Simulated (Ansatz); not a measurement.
# Br2F2Ga2H2: small, medium and large basis sets

An exercise on one series of results from a longer session: the logs are not shown, and one member is left open.

The runs use Ansatz 0.2.0, Gaussian basis; one geometry, several basis sets.

Plan: PBE0-D4/def2-SVP; ωB97M-V/def2-SVP; PBE0-D4/def2-QZVPP; ωB97M-V/def2-QZVPP; the functionals' def2-TZVPP values are taken from earlier runs.

## The relaxed structure

An earlier PBE0-D4 in a triple-zeta def2 set relaxation fixed the geometry.

SMILES `[F][Ga@H-]1[Br+][Ga@H-]([F])[Br+]1`, 8 atoms, charge 0, spin multiplicity 1.

Atoms are counted from 1 here; the program's logs count them from 0.

Bond lengths: F1–Ga2 1.749 Å, Ga2–Br3 2.478 Å, Ga2–Br6 2.478 Å, Ga2–H7 1.542 Å, Br3–Ga4 2.477 Å, Ga4–F5 1.749 Å, Ga4–Br6 2.477 Å, Ga4–H8 1.542 Å. Angles: F1–Ga2–Br3 103.8°, F1–Ga2–Br6 103.8°, F1–Ga2–H7 125.3°, Br3–Ga2–Br6 93.4°, Br3–Ga2–H7 112.8°, Br6–Ga2–H7 112.8°, Ga2–Br3–Ga4 86.5°, Br3–Ga4–F5 103.6°, Br3–Ga4–Br6 93.4°, Br3–Ga4–H8 113.0°, F5–Ga4–Br6 103.6°, F5–Ga4–H8 125.3°, Br6–Ga4–H8 113.0°, Ga2–Br6–Ga4 86.5°.

Set-up of the first run:

Input file in.yaml:

```yaml
crystal:
  periodic: [false, false, false]
  atoms:
    - {symbol: F, position_ang: [2.007743, -0.982795, 1.800175]}
    - {symbol: Ga, position_ang: [1.638481, -0.373854, 0.202962]}
    - {symbol: Br, position_ang: [-0.333389, -1.703504, -0.492984]}
    - {symbol: Ga, position_ang: [-1.646476, 0.376883, -0.207241]}
    - {symbol: F, position_ang: [-1.843028, 0.965623, -1.842754]}
    - {symbol: Br, position_ang: [0.293471, 1.660654, 0.643380]}
    - {symbol: H, position_ang: [2.660792, -0.179798, -0.935001]}
    - {symbol: H, position_ang: [-2.777594, 0.236793, 0.831463]}
basis:
  gaussian: {orbitals: def2-SVP}
hamiltonian: {xc: pbe0, dispersion: d4}
output: {orbitals: {seedname: orbitals}}
```

On the command line:

```bash
$ ansatz run in.yaml --threads 4 --pin off --events-out ev --progress --plain --max-ram 10444MiB
```

Among the steps run: PBE0-D4 in def2-SVP; ωB97M-V in def2-SVP; PBE0-D4 in def2-QZVPP; ωB97M-V in def2-QZVPP.

One of the session's tables, all rows but one given; the rest of the session is left out.

It belongs to the step «Functionals by basis». 

| functional | basis | HOMO (eV) |
| --- | --- | --- |
| PBE0-D4 | def2-SVP | -9.25 |
| PBE0-D4 | def2-TZVPP | -9.28 |
| PBE0-D4 | def2-QZVPP | -9.29 |
| ωB97M-V | def2-SVP | ? |
| ωB97M-V | def2-TZVPP | -11.42 |
| ωB97M-V | def2-QZVPP | -11.44 |

Estimate the missing values for ωB97M-V, def2-SVP.

The run gave: HOMO (eV): -11.37. In the column «HOMO (eV)» it lies between ωB97M-V, def2-TZVPP (-11.42) and PBE0-D4, def2-QZVPP (-9.29).
